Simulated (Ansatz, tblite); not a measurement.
# C23H22N2S4: one state, many levels

How do method and basis change the picture of C23H22N2S4 (singlet)?

Computed with Ansatz 0.2.0, Gaussian basis. Level: as each input shows.

Plan: GFN1-xTB, GFN2-xTB, PBE-D4/def2-TZVP, r2SCAN-D4/def2-TZVP, PBE-D4/def2-SVP, PBE0-D4/def2-SVP.

1 further run of the same task is left out (set aside as unsound or not needed).

**1. The structure**

The geometry is that of the singlet, from an earlier relaxation (PBE-D4/def2-SVP).

SMILES `Cc1cc(-c2sc(-c3sc(-c4sc(N(C)C)cc4C)cc3C)cc2C)sc1C#N`, 51 atoms, charge 0, spin multiplicity 1.

Bond lengths: C1–C2 1.500 Å, C1–H30 1.107 Å, C1–H31 1.110 Å, C1–H32 1.110 Å, C2–C3 1.420 Å, C2–C27 1.402 Å, C3–C4 1.399 Å, C3–H33 1.096 Å, C4–C5 1.442 Å, C4–S26 1.753 Å, C5–S6 1.756 Å, C5–C24 1.405 Å, S6–C7 1.753 Å, C7–C8 1.439 Å, C7–C23 1.399 Å, C8–S9 1.757 Å, C8–C21 1.406 Å, S9–C10 1.755 Å and more. Angles: C2–C1–H30 111.6°, C2–C1–H31 111.0°, C2–C1–H32 111.0°, H30–C1–H31 108.1°, H30–C1–H32 108.0°, H31–C1–H32 107.0°, C1–C2–C3 124.6°, C1–C2–C27 123.8°, C3–C2–C27 111.6°, C2–C3–C4 114.4°, C2–C3–H33 122.6°, C4–C3–H33 122.9°, C3–C4–C5 129.8°, C3–C4–S26 110.4°, C5–C4–S26 119.8°, C4–C5–S6 119.6°, C4–C5–C24 129.6°, S6–C5–C24 110.8° and more.

PBE0-D4/def2-TZVP was run before; its log isn't repeated, and its numbers join the tables.

**2. GFN1-xTB**

Tight binding, by tblite at 300 K electronic temperature and without a spin-polarisation term:

```python
tblite.interface.Calculator('GFN1-xTB', numbers, positions, charge=0, uhf=0).singlepoint()
```

Energy -2221.2113 eV, HOMO -9.88 eV, LUMO -8.45 eV; 0.15 s.

**3. GFN2-xTB**

Tight binding, by tblite at 300 K electronic temperature and without a spin-polarisation term:

```python
tblite.interface.Calculator('GFN2-xTB', numbers, positions, charge=0, uhf=0).singlepoint()
```

Energy -2156.9635 eV, HOMO -9.20 eV, LUMO -7.84 eV; 0.14 s.

**4. PBE-D4/def2-TZVP**

start.molden holds the orbitals of an earlier run on this state, given as this run's starting guess.

Contents of in.yaml:

```yaml
crystal:
  periodic: [false, false, false]
  atoms:
    - {symbol: C, position_ang: [-8.630769, 0.745626, -1.959779]}
    - {symbol: C, position_ang: [-7.224277, 0.989132, -1.498030]}
    - {symbol: C, position_ang: [-6.321565, -0.028707, -1.090597]}
    - {symbol: C, position_ang: [-5.057033, 0.436385, -0.712974]}
    - {symbol: C, position_ang: [-3.901414, -0.296480, -0.257484]}
    - {symbol: S, position_ang: [-2.313165, 0.445977, -0.347518]}
    - {symbol: C, position_ang: [-1.531075, -0.953992, 0.361584]}
    - {symbol: C, position_ang: [-0.105599, -0.960786, 0.561069]}
    - {symbol: S, position_ang: [0.889735, 0.206456, -0.295079]}
    - {symbol: C, position_ang: [2.364531, -0.376822, 0.456686]}
    - {symbol: C, position_ang: [3.652690, 0.198809, 0.187549]}
    - {symbol: S, position_ang: [5.046004, -0.437994, 1.070085]}
    - {symbol: C, position_ang: [6.141461, 0.666230, 0.258935]}
    - {symbol: N, position_ang: [7.489984, 0.627027, 0.518151]}
    - {symbol: C, position_ang: [7.975894, -0.112499, 1.665913]}
    - {symbol: C, position_ang: [8.318586, 1.670168, -0.051594]}
    - {symbol: C, position_ang: [5.444855, 1.495810, -0.621974]}
    - {symbol: C, position_ang: [4.046733, 1.231583, -0.675311]}
    - {symbol: C, position_ang: [3.108111, 1.997917, -1.562750]}
    - {symbol: C, position_ang: [2.058810, -1.440118, 1.314819]}
    - {symbol: C, position_ang: [0.684839, -1.779960, 1.386596]}
    - {symbol: C, position_ang: [0.155645, -2.873019, 2.270094]}
    - {symbol: C, position_ang: [-2.488434, -1.934187, 0.646369]}
    - {symbol: C, position_ang: [-3.821315, -1.580355, 0.307500]}
    - {symbol: C, position_ang: [-4.994428, -2.486549, 0.550501]}
    - {symbol: S, position_ang: [-4.983858, 2.182437, -0.846511]}
    - {symbol: C, position_ang: [-6.634269, 2.258799, -1.429572]}
    - {symbol: C, position_ang: [-7.225664, 3.496032, -1.767993]}
    - {symbol: N, position_ang: [-7.730386, 4.521957, -2.051873]}
    - {symbol: H, position_ang: [-9.131361, 1.687813, -2.253893]}
    - {symbol: H, position_ang: [-8.649456, 0.058417, -2.831433]}
    - {symbol: H, position_ang: [-9.235133, 0.270596, -1.158698]}
    - {symbol: H, position_ang: [-6.581622, -1.093378, -1.115061]}
    - {symbol: H, position_ang: [7.526295, -1.128136, 1.682177]}
    - {symbol: H, position_ang: [9.073427, -0.233345, 1.590270]}
    - {symbol: H, position_ang: [7.739571, 0.381276, 2.639570]}
    - {symbol: H, position_ang: [9.383660, 1.426717, 0.121848]}
    - {symbol: H, position_ang: [8.110081, 2.676828, 0.384199]}
    - {symbol: H, position_ang: [8.158331, 1.734997, -1.147752]}
    - {symbol: H, position_ang: [5.921966, 2.281624, -1.220159]}
    - {symbol: H, position_ang: [2.338346, 2.543740, -0.976337]}
    - {symbol: H, position_ang: [3.658526, 2.740869, -2.171130]}
    - {symbol: H, position_ang: [2.559377, 1.328634, -2.258839]}
    - {symbol: H, position_ang: [2.831233, -1.965940, 1.894689]}
    - {symbol: H, position_ang: [0.925778, -3.199854, 2.994831]}
    - {symbol: H, position_ang: [-0.147503, -3.767417, 1.684231]}
    - {symbol: H, position_ang: [-0.736021, -2.541301, 2.840449]}
    - {symbol: H, position_ang: [-2.232449, -2.911507, 1.071798]}
    - {symbol: H, position_ang: [-5.349588, -2.964058, -0.388106]}
    - {symbol: H, position_ang: [-4.722974, -3.300397, 1.249990]}
    - {symbol: H, position_ang: [-5.855101, -1.935032, 0.980532]}
basis:
  gaussian: {orbitals: def2-TZVP, fitting: {mean_field: def2-universal-jkfit}, initial_orbitals: start.molden}
hamiltonian: {xc: pbe, dispersion: d4}
scf: {omitted_lower_state_checks: [starts]}
output: {forces: true, orbitals: {seedname: orbitals}}
```

The run is started by

```console
> ansatz run in.yaml --threads 2 --pin off --events-out ev --progress --plain --max-ram 32768MiB --backend cuda --devices 0, --max-vram 18GiB
```

Further steps of the session: r2SCAN-D4/def2-TZVP; PBE-D4/def2-SVP; PBE0-D4/def2-SVP.

Q: Predict the results of all the runs planned. Wanted: gap in def2-TZVP, named functionals, smallest and largest; binding an atom, functionals in def2-TZVP; PBE0 total energy, smallest basis above largest.

The runs gave:

| quantity | value |
| --- | --- |
| gap in def2-TZVP, named functionals, smallest and largest | 1.52 eV (PBE-D4), 2.77 eV (PBE0-D4) |
| binding an atom, functionals in def2-TZVP | 4.83 (r2SCAN-D4) to 5.01 eV (PBE-D4) |
| PBE0 total energy, smallest basis above largest | 43.54 eV (def2-SVP, def2-TZVP) |

Over the named functionals in def2-TZVP the gap runs from 1.52 eV (PBE-D4) to 2.77 eV (PBE0-D4); exact exchange widens it.
